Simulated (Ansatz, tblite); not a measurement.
# Ge24H30 hole sphere (Ge₂₄H₃₀): spin states and exact exchange

Is the singlet the ground state of Ge24H30 hole sphere (Ge₂₄H₃₀)? Other spin states are computed and compared level by level.

Program: Ansatz 0.2.0, Gaussian basis. Level of theory: as each input shows. These are calculated values, not measurements.

Plan: triplet, at the geometry of the singlet (GFN1-xTB, GFN2-xTB, PBE0-D4/def2-SVP, PBE-D4/def2-SVP); the singlet's energies come from earlier runs.

1 further run of the same task is left out (set aside as unsound or not needed).

## Step 1: The geometry

The singlet was relaxed beforehand with PBE-D4/def2-SVP.

54 atoms, charge 0, spin multiplicity 1.

Bond lengths: Ge1–Ge2 2.457 Å, Ge1–Ge5 2.450 Å, Ge1–H25 1.557 Å, Ge1–H26 1.557 Å, Ge2–Ge7 2.449 Å, Ge2–H27 1.557 Å, Ge2–H28 1.557 Å, Ge3–Ge4 2.448 Å, Ge3–Ge5 2.465 Å, Ge3–Ge14 2.448 Å, Ge3–H29 1.562 Å, Ge4–Ge9 2.448 Å, Ge4–H30 1.557 Å, Ge4–H31 1.558 Å, Ge5–Ge6 2.453 Å, Ge5–Ge15 2.453 Å, Ge6–Ge8 2.466 Å, Ge6–Ge10 2.453 Å and more. Angles: Ge2–Ge1–Ge5 110.9°, Ge2–Ge1–H25 109.9°, Ge2–Ge1–H26 109.9°, Ge5–Ge1–H25 109.2°, Ge5–Ge1–H26 109.3°, H25–Ge1–H26 107.7°, Ge1–Ge2–Ge7 109.6°, Ge1–Ge2–H27 109.8°, Ge1–Ge2–H28 109.9°, Ge7–Ge2–H27 109.8°, Ge7–Ge2–H28 109.8°, H27–Ge2–H28 107.8°, Ge4–Ge3–Ge5 109.7°, Ge4–Ge3–Ge14 109.9°, Ge4–Ge3–H29 109.6°, Ge5–Ge3–Ge14 109.7°, Ge5–Ge3–H29 108.4°, Ge14–Ge3–H29 109.6° and more.

## Step 2: Triplet at the fixed geometry, GFN1-xTB

Tight binding, by tblite at 300 K electronic temperature and without a spin-polarisation term:

```python
tblite.interface.Calculator('GFN1-xTB', numbers, positions, charge=0, uhf=2).singlepoint()
```

Energy -1537.6382 eV; 0.95 s.

## Step 3: Triplet at the fixed geometry, GFN2-xTB

Tight binding, by tblite at 300 K electronic temperature and without a spin-polarisation term:

```python
tblite.interface.Calculator('GFN2-xTB', numbers, positions, charge=0, uhf=2).singlepoint()
```

Energy -1681.1489 eV; 1.1 s.

## Step 4: Triplet at the fixed geometry, PBE0-D4/def2-SVP

in.yaml

```yaml
crystal:
  periodic: [false, false, false]
  atoms:
    - {symbol: Ge, position_ang: [-0.002444, -4.608956, 0.058141]}
    - {symbol: Ge, position_ang: [0.001031, -4.625441, 2.515505]}
    - {symbol: Ge, position_ang: [-0.000134, -2.300523, -3.266639]}
    - {symbol: Ge, position_ang: [-2.004389, -1.157476, -4.084766]}
    - {symbol: Ge, position_ang: [-0.000103, -2.314141, -0.801328]}
    - {symbol: Ge, position_ang: [-1.973488, -1.139564, 0.061818]}
    - {symbol: Ge, position_ang: [0.002511, -2.324822, 3.354366]}
    - {symbol: Ge, position_ang: [-1.979574, -1.144450, 2.528109]}
    - {symbol: Ge, position_ang: [-1.994657, 1.149363, -3.265114]}
    - {symbol: Ge, position_ang: [-2.003843, 1.157223, -0.799865]}
    - {symbol: Ge, position_ang: [-3.989964, 2.306006, 0.060547]}
    - {symbol: Ge, position_ang: [-2.011138, 1.162087, 3.355235]}
    - {symbol: Ge, position_ang: [-4.005773, 2.309483, 2.517873]}
    - {symbol: Ge, position_ang: [2.002913, -1.155978, -4.085781]}
    - {symbol: Ge, position_ang: [1.974780, -1.140601, 0.059706]}
    - {symbol: Ge, position_ang: [1.983452, -1.143973, 2.525962]}
    - {symbol: Ge, position_ang: [1.990661, 1.151261, -3.267521]}
    - {symbol: Ge, position_ang: [-0.003104, 2.312709, -4.085726]}
    - {symbol: Ge, position_ang: [2.004457, 1.156238, -0.802169]}
    - {symbol: Ge, position_ang: [0.001016, 2.279191, 0.060234]}
    - {symbol: Ge, position_ang: [2.014714, 1.162563, 3.353171]}
    - {symbol: Ge, position_ang: [0.001219, 2.288398, 2.526528]}
    - {symbol: Ge, position_ang: [3.989902, 2.307578, 0.056457]}
    - {symbol: Ge, position_ang: [4.006875, 2.312818, 2.513774]}
    - {symbol: H, position_ang: [-1.262061, -5.353807, -0.474241]}
    - {symbol: H, position_ang: [1.251966, -5.359459, -0.478510]}
    - {symbol: H, position_ang: [-1.256891, -5.377876, 3.040783]}
    - {symbol: H, position_ang: [1.259526, -5.379214, 3.037418]}
    - {symbol: H, position_ang: [0.000378, -3.779519, -3.768694]}
    - {symbol: H, position_ang: [-3.274263, -1.892524, -3.565085]}
    - {symbol: H, position_ang: [-2.041867, -1.177644, -5.641984]}
    - {symbol: H, position_ang: [-3.255356, -1.879144, -0.438099]}
    - {symbol: H, position_ang: [0.003270, -2.300133, 4.915260]}
    - {symbol: H, position_ang: [-3.265200, -1.886969, 3.013852]}
    - {symbol: H, position_ang: [-3.276174, 1.888201, -3.766453]}
    - {symbol: H, position_ang: [-5.266856, 1.594882, -0.476723]}
    - {symbol: H, position_ang: [-4.005545, 3.769550, -0.471071]}
    - {symbol: H, position_ang: [-1.988090, 1.149691, 4.916112]}
    - {symbol: H, position_ang: [-5.285173, 1.591257, 3.039125]}
    - {symbol: H, position_ang: [-4.033721, 3.774445, 3.044605]}
    - {symbol: H, position_ang: [2.040739, -1.179077, -5.642919]}
    - {symbol: H, position_ang: [3.273459, -1.888785, -3.564531]}
    - {symbol: H, position_ang: [3.256008, -1.880972, -0.440607]}
    - {symbol: H, position_ang: [3.269708, -1.886002, 3.010813]}
    - {symbol: H, position_ang: [3.270659, 1.891766, -3.770268]}
    - {symbol: H, position_ang: [-0.003287, 2.354517, -5.642992]}
    - {symbol: H, position_ang: [-0.003327, 3.780057, -3.566254]}
    - {symbol: H, position_ang: [0.001551, 3.758572, -0.441443]}
    - {symbol: H, position_ang: [1.993947, 1.149758, 4.914074]}
    - {symbol: H, position_ang: [0.001514, 3.773221, 3.011744]}
    - {symbol: H, position_ang: [5.267901, 1.598522, -0.480801]}
    - {symbol: H, position_ang: [4.002598, 3.770903, -0.475959]}
    - {symbol: H, position_ang: [5.288297, 1.598403, 3.035263]}
    - {symbol: H, position_ang: [4.031351, 3.778387, 3.039078]}
basis:
  gaussian: {orbitals: def2-SVP, fitting: {mean_field: def2-universal-jkfit}}
magnetization: {spin_polarized: true, initial_magnetization: 2}
hamiltonian: {xc: pbe0, dispersion: d4}
scf: {omitted_lower_state_checks: [starts]}
output: {orbitals: {seedname: orbitals}}
```

Started as:

```console
ansatz run in.yaml --threads 11 --pin off --events-out ev --progress --plain --max-ram 174080MiB --backend cuda --devices 0, --max-vram 75GiB
```

Log:

```text
Functional definition: PBE0
  name "PBE0"
  cite "Adamo & Barone, J. Chem. Phys. 110, 6158 (1999) doi:10.1063/1.478522"
  cite "Perdew, Burke & Ernzerhof, Phys. Rev. Lett. 77, 3865 (1996) doi:10.1103/PhysRevLett.77.3865"
  parent pbe
  parameter a = 0.25
  parameter kappa = 0.804
  parameter beta = 0.06672455060314922
  exchange = (1 - a)*pbe_x(kappa = kappa, mu = beta*pi^2/3) + a*exact_x
  correlation = pbe_c(beta = beta)
these checks for a lower state are left out or cut short: starts
6924 factors; integrals over basis functions are off by at most 3.5e-1 eV
mean field evaluation 1: about -1356595.1183 eV, gradient 4.0e1 eV
mean field evaluation 2: about -1356594.7176 eV, gradient 4.0e1 eV
mean field evaluation 4: about -1356598.3702 eV, gradient 3.9e0 eV
mean field evaluation 8: about -1356598.4369 eV, gradient 4.3e-1 eV
mean field evaluation 16: about -1356598.4530 eV, gradient 4.3e-2 eV
mean field evaluation 32: about -1356598.4539 eV, gradient 4.2e-3 eV
mean field -1356598.45391604 eV, -49854.0736459560 hartree, gradient 8.3e-6 eV, S^2 2.004080; 0 other end points of the search recorded, 0 dependent functions left out
reference -1356598.45399783 eV, -49854.0736489617 hartree; 400, 398 occupied and 518, 520 virtual orbitals, 6924 factors
Total energy: -1356602.19025907 eV, -49854.2109540299 hartree
Checks for a lower state left out: starts
```

Wall time 68 s (1 × H100 with 11 threads of AMD EPYC 7R13, shared host); peak host memory 1.8 GiB.

HOMO -2.56 eV, LUMO -5.74 eV (over both spins; with the spin held, an empty level of the minority spin lies below the top filled one); ⟨S²⟩ 2.004 (pure: 2.00).

## Step 5: Triplet at the fixed geometry, PBE-D4/def2-SVP

start.molden holds the orbitals of an earlier run on this state, given as this run's starting guess.

Edit in.yaml of step 4 so:

```diff
@@ -58,5 +58,5 @@
 basis:
-  gaussian: {orbitals: def2-SVP, fitting: {mean_field: def2-universal-jkfit}}
+  gaussian: {orbitals: def2-SVP, fitting: {mean_field: def2-universal-jkfit}, initial_orbitals: start.molden}
 magnetization: {spin_polarized: true, initial_magnetization: 2}
-hamiltonian: {xc: pbe0, dispersion: d4}
+hamiltonian: {xc: pbe, dispersion: d4}
 scf: {omitted_lower_state_checks: [starts]}
```

Launched as before.

Log:

```text
Functional definition: PBE
  name "PBE"
  cite "Perdew, Burke & Ernzerhof, Phys. Rev. Lett. 77, 3865 (1996) doi:10.1103/PhysRevLett.77.3865"
  parent pbe
  parameter kappa = 0.804
  parameter beta = 0.06672455060314922
  exchange = pbe_x(kappa = kappa, mu = beta*pi^2/3)
  correlation = pbe_c(beta = beta)
these checks for a lower state are left out or cut short: starts
6924 factors; integrals over basis functions are off by at most 3.5e-1 eV
mean field evaluation 1: about -1356561.1125 eV, gradient 1.7e1 eV
mean field evaluation 2: about -1356562.1063 eV, gradient 9.6e-1 eV
mean field evaluation 4: about -1356562.0831 eV, gradient 2.9e-1 eV
mean field evaluation 8: about -1356562.0828 eV, gradient 6.0e-1 eV
mean field evaluation 16: about -1356562.0873 eV, gradient 3.2e-3 eV
mean field -1356562.08727998 eV, -49852.7371967310 hartree, gradient 6.7e-6 eV, S^2 2.001184; 0 other end points of the search recorded, 0 dependent functions left out
reference -1356562.08738879 eV, -49852.7372007295 hartree; 400, 398 occupied and 518, 520 virtual orbitals, 6924 factors
Total energy: -1356566.16485635 eV, -49852.8870448988 hartree
Checks for a lower state left out: starts
```

Run time: 36 s. Hardware: 1 × H100 with 11 threads of AMD EPYC 7R13, shared host; peak host memory 1.8 GiB.

From the report: HOMO -2.30 eV, LUMO -5.80 eV (over both spins; with the spin held, an empty level of the minority spin lies below the top filled one); ⟨S²⟩ 2.001 (pure: 2.00).

## Step 6: Triplet less singlet, vertical

The singlet's energies are those of its earlier runs, whose logs aren't repeated here.

| level | triplet less singlet, vertical (eV) | time |
| --- | --- | --- |
| GFN1-xTB | +2.618 | 1.7 s |
| GFN2-xTB | +3.483 | 1.8 s |
| PBE-D4/def2-SVP | +3.564 | 46 s |
| PBE0-D4/def2-SVP | +4.224 | 82 s |

Times add the two runs; a level without a time comes out of a correlated run. Tight binding without a spin term can't rank spin states.

## Step 7: Outcome

```
                                               quantity                                   value
triplet less singlet, vertical, functionals in def2-SVP  +3.564 (PBE-D4) to +4.224 eV (PBE0-D4)
```

What this shows: All functionals put the triplet above the singlet, over a spread of 0.661 eV. The checks for a lower triplet were left out, so another state of that spin may lie lower. These are electronic energies, without zero-point motion, entropy or surroundings.
